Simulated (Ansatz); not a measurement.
**KHS: up Jacob's ladder to CCSD(T)**

One table from this session's results is given with a row withheld; the runs are named, their logs left out.

Computed with Ansatz 0.2.0, Gaussian basis. Level: functionals in def2-TZVPP, the program's frozen cores in correlated methods.

The runs, in order: LDA (SPW92), PBE-D4, revPBE-D4, BLYP-D4, r2SCAN-D4, B97M-V, PBE0-D4, B3LYP-D4, r2SCANh-D4, r2SCAN0-D4, HSE06-D4, BHLYP-D4, CAM-B3LYP-D4, LC-ωPBE, ωB97X-V, ωB97M-V, B2PLYP, PBE-QIDH; CCSD(T)/def2-SVP; CCSD(T)/def2-TZVPP; CCSD(T)/def2-QZVPP; extrapolation to the limit; RPA on PBE.

**The geometry**

The geometry comes from an earlier relaxation with PBE0-D4 in a triple-zeta def2 set; it is a stationary point.

SMILES `[SH][K]`, 3 atoms, charge 0, spin multiplicity 1.

Atoms are counted from 1 here; the program's logs count them from 0.

Bond lengths: S1–K2 2.825 Å, S1–H3 1.344 Å. Angles: K2–S1–H3 96.0°.

The first run:

Input file in.yaml:

```yaml
crystal:
  periodic: [false, false, false]
  atoms:
    - {symbol: S, position_ang: [-0.625381, -0.683165, -0.424115]}
    - {symbol: K, position_ang: [1.728007, 0.054686, 0.954426]}
    - {symbol: H, position_ang: [-1.113626, 0.563677, -0.543611]}
basis:
  gaussian: {orbitals: def2-TZVPP}
hamiltonian: {xc: lda}
output: {orbitals: {seedname: orbitals}}
```

Launch:

```console
> ansatz run in.yaml --threads 2 --pin off --events-out ev --progress --plain --max-ram 32768MiB --backend cpu
```

Among the steps run: LDA; PBE-D4 (GGA); revPBE-D4 (GGA); BLYP-D4 (GGA); r2SCAN-D4 (meta-GGA); B97M-V (meta-GGA); PBE0-D4 (hybrid); B3LYP-D4 (hybrid); r2SCANh-D4 (hybrid); r2SCAN0-D4 (hybrid); HSE06-D4 (hybrid); BHLYP-D4 (hybrid); CAM-B3LYP-D4 (range-separated); LC-ωPBE (range-separated); ωB97X-V (range-separated); ωB97M-V (range-separated); B2PLYP (double hybrid); PBE-QIDH (double hybrid).

One table of the session follows, with a row left open; its other results are not shown here.

It belongs to the step «Frontier levels by functional». 

```
  functional  HOMO (eV)  LUMO (eV)  gap (eV)
 LDA (SPW92)      -3.81      -1.84      1.97
      PBE-D4          ?          ?         ?
   revPBE-D4      -3.61      -1.90      1.71
     BLYP-D4      -3.54      -1.91      1.63
   r2SCAN-D4      -3.77      -1.18      2.59
      B97M-V      -3.82      -1.71      2.11
     PBE0-D4      -4.70      -1.36      3.34
    B3LYP-D4      -4.50      -1.63      2.87
  r2SCANh-D4      -4.18      -1.08      3.10
  r2SCAN0-D4      -4.80      -0.94      3.86
    HSE06-D4      -4.31      -1.65      2.65
    BHLYP-D4      -5.65      -1.09      4.56
CAM-B3LYP-D4      -5.96      -0.94      5.02
     LC-ωPBE      -7.27      -0.24      7.02
     ωB97X-V      -6.93      -0.21      6.72
     ωB97M-V      -6.83      -0.77      6.06
```

Q: Estimate the row for PBE-D4 from the others.

**Answer.** HOMO (eV): -3.67; LUMO (eV): -1.87; gap (eV): 1.80. In the column «HOMO (eV)» it lies between r2SCAN-D4 (-3.77) and revPBE-D4 (-3.61).
